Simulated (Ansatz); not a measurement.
A nudged elastic band was laid between two geometries of a periodic cell of 33 atoms, Al$_{32}$H (host Al, host structure fcc, interstitial H).

These are results of DFT PBEsol, scalar-relativistic, plane waves, PAW (Ansatz), not measurements. Settings: cutoff 420 eV, k mesh 3x3x3, gaussian smearing 0.15 eV, no spin polarisation.

```json
{
  "movable images": "5",
  "climbing image": "yes",
  "spring": "1.0 eV/Å²",
  "optimiser": "quadratic models (default)",
  "start path": "IDPP",
  "force threshold": "0.05 eV/Å",
  "iteration limit": "80",
  "end points": "relaxed"
}
```

Initial state:

```xyz
33
Lattice="8.1000 0.0000 0.0000 0.0000 8.1000 0.0000 0.0000 0.0000 8.1000" Properties=species:S:1:pos:R:3
Al 4.043 -0.004 -0.003
Al 6.056 2.044 0.006
Al 6.056 0.006 2.045
Al -0.074 0.075 0.075
Al 2.021 2.018 -0.003
Al 4.069 4.031 0.006
Al 6.082 6.080 -0.003
Al 2.021 -0.004 2.019
Al 4.050 2.025 2.026
Al 6.075 4.050 2.026
Al 4.069 0.006 4.033
Al 6.075 2.025 4.051
Al 6.082 -0.004 6.080
Al 0.005 4.057 -0.003
Al 2.100 6.001 0.075
Al -0.005 2.044 2.045
Al 2.031 4.031 2.045
Al 4.069 6.070 2.045
Al 0.004 -0.004 4.058
Al 2.031 2.044 4.033
Al 4.050 4.050 4.051
Al 6.057 6.070 4.033
Al 2.099 0.074 6.002
Al 4.069 2.044 6.071
Al 6.057 4.032 6.071
Al 0.005 6.080 2.019
Al -0.005 4.032 4.033
Al 2.021 6.079 4.058
Al 0.005 2.019 6.081
Al 2.021 4.057 6.080
Al 4.044 6.080 6.081
Al -0.073 6.002 6.003
H 1.013 7.088 7.090
```

Final state:

Only the atoms that move by more than 0.05 Å are listed.
```
Al1 4.125 0.075 0.076
Al4 0.007 -0.004 -0.003
Al15 1.950 6.001 0.076
Al23 1.952 0.073 6.003
Al31 4.123 6.002 6.003
Al32 0.007 6.079 6.081
H33 3.038 7.088 7.091
```

What changes between the two ends?

The atom that moves furthest is H33, by 2.02 Å; four of its nearest neighbours are Al4 1.88, Al15 1.88, Al23 1.88, Al32 1.88 Å at the first end and Al15 1.88, Al1 1.88, Al23 1.88, Al31 1.88 Å at the last.

Give the energies along the band, and the barrier.

The run converged. The highest image is number 4 of 0 to 6, 0.172 eV above the ends, which have the same energy within 2 meV. The profile has 2 maxima (images 2, 4) with wells between them (image 3): this band takes more than one step, which may be the mechanism or a detour left from its start path. By the program's own check the climbing image is of a kind that is not told: the force calls were inconclusive, a negative curvature could not be distinguished from the path's own, the only one lies far off the path, or fixed occupations may fill a level only in part (lowest curvatures found: -0.73 and 1.19 eV/Å²). Limits of this set-up: coarse k mesh, odd electron count without spin, a small cell, in which the defect meets its images.

| image | path coordinate (Å) | energy (eV) |
| --- | --- | --- |
| 0 | 0.00 | 0.000 |
| 1 | 0.60 | 0.142 |
| 2 | 1.20 | 0.143 |
| 3 | 1.81 | 0.105 |
| 4 | 2.41 | 0.172 |
| 5 | 2.85 | 0.097 |
| 6 | 3.29 | 0.000 |

What is the geometry of the highest image?


```xyz
33
Lattice="8.1000 0.0000 0.0000 0.0000 8.1000 0.0000 0.0000 0.0000 8.1000" Properties=species:S:1:pos:R:3
Al 4.066 0.036 0.037
Al 6.071 2.041 0.019
Al 6.071 0.018 2.043
Al -0.013 0.009 0.011
Al 2.014 2.031 0.022
Al 4.039 4.057 0.011
Al 6.061 6.084 0.022
Al 2.014 0.021 2.032
Al 4.047 2.041 2.043
Al 6.066 4.056 2.038
Al 4.039 0.009 4.058
Al 6.066 2.037 4.057
Al 6.061 0.020 6.086
Al -0.010 4.060 0.028
Al 1.971 6.041 0.141
Al -0.014 2.037 2.038
Al 2.019 4.043 2.067
Al 4.050 6.084 2.033
Al -0.010 0.026 4.062
Al 2.019 2.066 4.044
Al 4.056 4.060 4.062
Al 6.095 6.090 4.045
Al 1.970 0.141 6.042
Al 4.050 2.031 6.086
Al 6.095 4.043 6.091
Al -0.027 6.090 2.067
Al -0.009 4.061 4.062
Al 2.024 6.094 4.058
Al -0.028 2.066 6.091
Al 2.024 4.057 6.096
Al 4.169 6.040 6.042
Al -0.013 6.095 6.096
H 2.532 6.604 6.604
```

The band took 10 iterations and about 20 core-minutes.

Run time: 6.6 min on 4 threads of AMD EPYC 9R45 96-Core Processor (Zen 5) (shared host), peak memory 4.3 GiB.
